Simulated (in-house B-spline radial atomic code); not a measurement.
**Zn¹⁹⁺: ionisation energy by several methods**

The task here is to estimate one member of a computed series from the others.

Method: scalar-relativistic (X2C), several functionals, spin-polarised; spherical all-electron atom at the radial basis limit. Code: in-house B-spline radial atomic code version 1.

## Starting point

* element: zinc (Z = 30)
* charge: +19
* electrons: 11
* configuration: [Ne] 3s1
* nucleus: Fermi, rms radius 3.928 fm

The outer shells:

[Ne] 3s1
```
[Ne] core
3s [↑ ]
```

Where spins are not typed, each open shell is filled with up spins first.

Set-up of the first run:

Input settings:

```ini
Z = 30
electrons = 11.0
configuration = [Ne] 3s1
hamiltonian = x2c
method = lc_wpbe
spin_polarised = True
nucleus = fermi
rms_radius = 3.9283
mass_number = 64
atomic_mass = 63.929141776
speed_of_light = 137.035999084
```

Steps of the session up to this table: LC-ωPBE; OLYP; PBEsol; B97-1; M06-L; HSE06; BHandHLYP.

One table of the session follows, with a row left open; its other results are not shown here.

```
   method  ΔSCF (eV)
     OLYP     739.48
   PBEsol     738.79
    M06-L     735.53
    B97-1     738.40
BHandHLYP     739.42
  LC-ωPBE          ?
    HSE06     739.35
```

Q: Estimate the row for LC-ωPBE from the others.

As computed: ΔSCF (eV): 740.01. In the column «ΔSCF (eV)» it is the highest.
